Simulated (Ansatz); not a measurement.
**AlFH5NSi: rigid scan of one bond length in Python**

The task is a rigid scan of one bond length, for AlFH5NSi. SMILES: F[SiH2][NH][AlH2].

Computed with Ansatz 0.2.0 through its Python package. Level of theory: r2SCAN/def2-SVP.

**1. The structure**

Bond lengths: F1–Si2 1.639 Å, Si2–N3 1.773 Å, N3–Al4 1.860 Å, Si2–H5 1.483 Å, Si2–H6 1.482 Å, N3–H7 1.106 Å, Al4–H8 1.608 Å, Al4–H9 1.648 Å. Angles: F1–Si2–N3 107.3°, F1–Si2–H5 109.3°, F1–Si2–H6 111.0°, N3–Si2–H5 109.3°, N3–Si2–H6 111.1°, H5–Si2–H6 108.8°, Si2–N3–Al4 109.6°, Si2–N3–H7 106.5°, Al4–N3–H7 104.1°, N3–Al4–H8 119.1°, N3–Al4–H9 122.7°, H8–Al4–H9 117.8°.

The script reads alfh5nsi.xyz:

```xyz
9

F    -1.45450    0.83110   -1.45820
Si    0.04040    1.03750   -0.81840
N     0.68140   -0.57280   -0.44370
Al   -0.26240   -1.30230    0.98390
H     0.91570    1.69300   -1.82020
H    -0.01340    1.88540    0.39540
H     1.70040   -0.41950   -0.04250
H    -1.03220   -2.69960    0.78150
H    -0.48680   -0.49920    2.40490
```

**2. The script**

The input, scan_alfh5nsi.py:

```python
"""Stretching a bond of AlFH5NSi, the rest held rigid."""

import ansatz as az
import numpy as np

config = {
    "basis_set": "def2-SVP",
    "functional": "r2SCAN",
}

mol = az.Crystal.molecule_from_extxyz("alfh5nsi.xyz")

symbols = [site.symbol for site in mol.cartesian_sites]
start = np.array([site.position_ang for site in mol.cartesian_sites])
axis = (start[0] - start[1]) / np.linalg.norm(start[0] - start[1])
moving = [0]
lengths, energies = [1.442, 1.508, 1.574, 1.639, 1.705, 1.77, 1.836, 1.934], []
for length in lengths:
    xyz = start.copy()
    xyz[moving] += (length - np.linalg.norm(start[0] - start[1])) * axis
    point = az.Crystal.molecule()
    for symbol, place in zip(symbols, xyz):
        point = point.atom(symbol, place.tolist())
    calculation = (
        point.calculation()
        .basis(gaussian=config["basis_set"])
        .functional(config["functional"])
    )
    r = calculation.run().report
    energies.append(r["free_energy_ev"])
    print(f"r = {length:6.3f} A  E = {energies[-1]:.5f} eV  <S^2> = {abs(r['mean_field']['state']['spin_squared']):.3f}")

# quartic fit about the minimum
fit = np.polynomial.Polynomial.fit(lengths, np.array(energies) - min(energies), 4).convert()
roots = [r.real for r in fit.deriv().roots() if abs(r.imag) < 1e-9 and fit.deriv(2)(r.real) > 0]
r_e = min(roots, key=lambda r: abs(r - lengths[int(np.argmin(energies))]))
print(f"minimum of the fit at {r_e:.4f} A, force constant {fit.deriv(2)(r_e):.2f} eV/A^2")
```

**3. The input behind the calls**

The engine receives this input (first run):

```yaml
crystal:
  periodic: [false, false, false]
  atoms:
    - { symbol: F, position_ang: [-1.2747344603233224, 0.8559201266902576, -1.3812624173622727] }
    - { symbol: Si, position_ang: [0.0404, 1.0375, -0.8184] }
    - { symbol: "N", position_ang: [0.6814, -0.5728, -0.4437] }
    - { symbol: Al, position_ang: [-0.2624, -1.3023, 0.9839] }
    - { symbol: H, position_ang: [0.9157, 1.693, -1.8202] }
    - { symbol: H, position_ang: [-0.0134, 1.8854, 0.3954] }
    - { symbol: H, position_ang: [1.7004, -0.4195, -0.0425] }
    - { symbol: H, position_ang: [-1.0322, -2.6996, 0.7815] }
    - { symbol: H, position_ang: [-0.4868, -0.4992, 2.4049] }
basis:
  gaussian:
    orbitals: def2-SVP
hamiltonian:
  xc: r2scan
```

**4. Running it**

On the command line:

```bash
> python scan_alfh5nsi.py
```

Q: Predict the main results. Wanted: range of energy; lowest point, distance.

The runs gave:

| quantity | value |
| --- | --- |
| bond length at the fit's minimum | 1.6228 Å |
| runs compared | 8 |
| range of energy | 0.980 eV |
| lowest point, distance (Å) | 1.64 |

**Reading.** The lowest point, at 1.64, lies inside the range. The ends stand 0.779 and 0.98 eV above it. The distance scanned is the script's pair 1, 0. Notes:
- The rest of the molecule is held rigid at a force-field or estimated start geometry, and the basis set is modest; single-reference methods fail as a bond breaks.
- The orbitals are restricted, so S² is zero by construction.
